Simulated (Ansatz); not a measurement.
# SrTi2Ir2 (element-swapped structure): how the settings move a single-point run

How sensitive is a single-point run of SrTi2Ir2 (element-swapped structure) to its settings? A reference run comes first, then four runs with altered input.

Computed with Ansatz 0.2.0 (reference: DFT r2SCAN, plane waves, PAW, scalar-relativistic, no spin polarisation, unless a step's input says otherwise).

### Step 1. Starting point

Symmetry: I4/mmm, No. 139, tetragonal system. Conventional cell: a = 4.119 Å, b = 4.119 Å, c = 11.941 Å, α = 90.00°, β = 90.00°, γ = 90.00°. Ir (site symmetry -4m2) has 4 Ti at 2.54 Å and 4 Ir at 2.91 Å as nearest neighbours. Ti (site symmetry 4mm) has 4 Ir at 2.54 Å as nearest neighbours. Around Sr (site symmetry 4/mmm) lie 8 Ti at 3.27 Å and 8 Ir at 3.63 Å.

Structure file:

```xyz
5
Lattice="0.0000 4.1191 0.0000 4.1191 0.0000 0.0000 2.0596 2.0596 -5.9704" Properties=species:S:1:pos:R:3 pbc="T T T"
Ir    2.0596    4.1191   -2.9852
Ir    4.1191    2.0596   -2.9852
Ti    2.0596    2.0596   -1.4926
Ti    4.1191    4.1191   -4.4778
Sr    0.0000    0.0000    0.0000
```

### Step 2. The reference run

File input.yaml:

```yaml
crystal:
  lattice:
    - [0.0, 4.119145, 0.0]
    - [4.119145, 0.0, 0.0]
    - [2.059573, 2.059573, -5.970406]
  atoms:
    - { symbol: Ir, position: [0.75, 0.25, 0.5] }
    - { symbol: Ir, position: [0.25, 0.75, 0.5] }
    - { symbol: Ti, position: [0.375, 0.375, 0.25] }
    - { symbol: Ti, position: [0.625, 0.625, 0.75] }
    - { symbol: Sr, position: [0.0, 0.0, 0.0] }
  symmetry: { tolerance: 0.0003 }
kpoints:
  mp_grid: { grid: [5, 5, 5], shift: [0, 0, 0] }
magnetization:
  spin_polarized: false
scf:
  occupations: { method: cold, width: 0.062 }
hamiltonian:
  pseudopotentials: { kind: paw }
  xc: r2scan
basis:
  ecutwfc: 500
output:
  forces: true
  stress: true
  eigenvalues: true
```

On the command line:

```console
$ ansatz run input.yaml --threads 1 --pin off --max-ram 2560MiB --backend cpu --events-out ev --progress --plain --runs-dir out
```

### Step 3. Variant: symmetry.detect false, xc lda, dispersion d4, tolerance left out

input.yaml: that of step 2 with these lines changed.

```diff
@@ -11,3 +11,3 @@
     - { symbol: Sr, position: [0.0, 0.0, 0.0] }
-  symmetry: { tolerance: 0.0003 }
+  symmetry: { detect: false }
 kpoints:
@@ -20,3 +20,4 @@
   pseudopotentials: { kind: paw }
-  xc: r2scan
+  xc: lda
+  dispersion: d4
 basis:
```

### Step 4. Changing settings: preconditioner kerker, lower_state_search standard

input.yaml: that of step 2 with these lines changed.

```diff
@@ -18,2 +18,4 @@
   occupations: { method: cold, width: 0.062 }
+  mixing: { preconditioner: kerker }
+  lower_state_search: standard
 hamiltonian:
```

### Step 5. Variant: starting moments, spin_polarized true, scf.algorithm direct_min, accuracy medium

File input.yaml:

```yaml
crystal:
  lattice:
    - [0.0, 4.119145, 0.0]
    - [4.119145, 0.0, 0.0]
    - [2.059573, 2.059573, -5.970406]
  atoms:
    - { symbol: Ir, position: [0.75, 0.25, 0.5], spin: 0.2 }
    - { symbol: Ir, position: [0.25, 0.75, 0.5], spin: 0.2 }
    - { symbol: Ti, position: [0.375, 0.375, 0.25], spin: 0.2 }
    - { symbol: Ti, position: [0.625, 0.625, 0.75], spin: 0.2 }
    - { symbol: Sr, position: [0.0, 0.0, 0.0], spin: 0.2 }
  symmetry: { tolerance: 0.0003 }
kpoints:
  mp_grid: { grid: [5, 5, 5], shift: [0, 0, 0] }
magnetization:
  spin_polarized: true
scf:
  occupations: { method: cold, width: 0.062 }
  algorithm: direct_min
hamiltonian:
  pseudopotentials: { kind: paw }
  xc: r2scan
basis:
  ecutwfc: 500
output:
  forces: true
  stress: true
  eigenvalues: true
  write_density: true
  write_potential: true
  elf: true
  volumetric_format: npy
accuracy: medium
```

### Step 6. Changed: occupations.method tetrahedron, chi_scale 0.0, width left out

input.yaml: that of step 2 with these lines changed.

```diff
@@ -17,3 +17,4 @@
 scf:
-  occupations: { method: cold, width: 0.062 }
+  occupations: { method: tetrahedron }
+  initial_density: { chi_scale: 0.0 }
 hamiltonian:
```

Q: Predict the outcome of this session. Wanted: for each run, ending; energy change; pressure; gap; abs. moment; force.

The runs gave:

```
                                                                                run     ending        energy change  pressure (GPa)  gap (eV)  abs. moment (μB)  force (eV/Å)  cycles   time
                                                                          reference  converged                    0             0.4      0.00              0.00          2.43      10  5.3 s
                1: symmetry.detect false, xc lda, dispersion d4, tolerance left out  converged       not comparable            -8.9      0.00              0.00          2.40       8   11 s
                              2: preconditioner kerker, lower_state_search standard  converged         0.0 meV/atom             0.4      0.00              0.00          2.43      10  5.5 s
3: starting moments, spin_polarized true, scf.algorithm direct_min, accuracy medium  converged        -0.7 meV/atom             0.4         -              0.40          2.43      25   77 s
                   4: occupations.method tetrahedron, chi_scale 0.0, width left out  converged  -0.1 meV/atom (σ→0)             0.6      0.00              0.00          2.36      11    6 s
```

Times don't compare one to one where runs were asked for different outputs or read a saved state (see the inputs); cycles may leave out searches for a lower state.

Residual by cycle in the longest SCF loop of each run; runs are numbered as in the table. The quantity is the density residual dr2, in eV.

```
cycle  reference    run 1   run 2    run 3   run 4
    1       1.96   0.0584    1.96     29.9    8.72
    3     0.0478  0.00109  0.0608     1.33    1.03
    5     7.2e-4   3.4e-5  0.0017    0.192  0.0119
    8     2.5e-6   7.8e-9  2.0e-5   0.0015  1.1e-4
   10     6.4e-9        -  2.1e-8   1.1e-5  4.3e-7
   12          -        -       -   1.9e-6       -
   14          -        -       -   1.4e-8       -
   16          -        -       -   1.1e-4       -
   18          -        -       -   4.0e-6       -
   21          -        -       -   3.8e-7       -
   23          -        -       -   2.8e-8       -
   25          -        -       -  4.1e-10       -
```

**Reading.** The pressure spans -8.9 to 0.6 GPa over the reference and the converged variants.

The reference is no final answer either: it is run without spin, though an odd electron count or open d shells could carry moments; its mesh is coarse for a cell with so small a gap or none; the cell is far from equilibrium (forces up to 2.4 eV/Å), so its values aren't those of the relaxed material; the structure is made up and not relaxed.
